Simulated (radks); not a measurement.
# The Coulomb parameter U of the 4d shell of Zr⁺

Aim: U as the second difference [E(n + 0.5) + E(n − 0.5) − 2E(n)]/0.5², with all orbitals relaxed. Bare: the atom's charge changes with n. Screened: the 5s shell takes up the change. The start is a model configuration, not necessarily the ground state.

Method: scalar-relativistic Kohn-Sham, PBEsol, spin-unpolarised, spherical densities, finite nucleus. Code: radks (a radial shooting solver on a logarithmic mesh, Libxc functionals) version 1.

## 1. Starting point

```
element            : zirconium (Z = 40)
charge             : +1
electrons          : 39
configuration      : [Kr] 4d2 5s1
nuclear rms radius : 4.2694 fm
```

Outer shells as boxes (Hund's rule):

Zr⁺
```
[Kr] core
4d [↑ ][↑ ][  ][  ][  ]
5s [↑ ]
```

## 2. Start: [Kr] 4d2 5s1

Input:

```text
Z 40
configuration [Kr] 4d2 5s1
relativity scalar-relativistic
functional pbe_sol,pbe_sol
spin unpolarised
nucleus finite rms 4.2694 fm
c 137.035999084
```

## 3. Bare +0.5: [Kr] 4d2.5 5s1

Changes since step 2:

```diff
@@ -1,3 +1,3 @@
 Z 40
-configuration [Kr] 4d2 5s1
+configuration [Kr] 4d2.5 5s1
 relativity scalar-relativistic
```

## 4. Bare -0.5: [Kr] 4d1.5 5s1

Changes since step 3:

```diff
@@ -1,3 +1,3 @@
 Z 40
-configuration [Kr] 4d2.5 5s1
+configuration [Kr] 4d1.5 5s1
 relativity scalar-relativistic
```

## 5. Screened +0.5: [Kr] 4d2.5 5s0.5

Changes since step 4:

```diff
@@ -1,3 +1,3 @@
 Z 40
-configuration [Kr] 4d1.5 5s1
+configuration [Kr] 4d2.5 5s0.5
 relativity scalar-relativistic
```

## 6. Screened -0.5: [Kr] 4d1.5 5s1.5

Changes since step 5:

```diff
@@ -1,3 +1,3 @@
 Z 40
-configuration [Kr] 4d2.5 5s0.5
+configuration [Kr] 4d1.5 5s1.5
 relativity scalar-relativistic
```

What does the calculation give?

As calculated:

| quantity | value (eV) |
| --- | --- |
| U, bare | 8.841 |
| U, screened by 5s | 0.886 |
| F0(4d,4d), frozen orbitals | 11.618 |

In words: Relaxing the orbitals brings U down to 76 % of the Slater integral F0. Letting 5s compensate leaves 10 % of the bare value; this second difference measures U(4d,4d) + U(5s,5s) − 2U(4d,5s). A solid screens further than the bare atom, so the bare value is an upper guide for the U of a crystal.
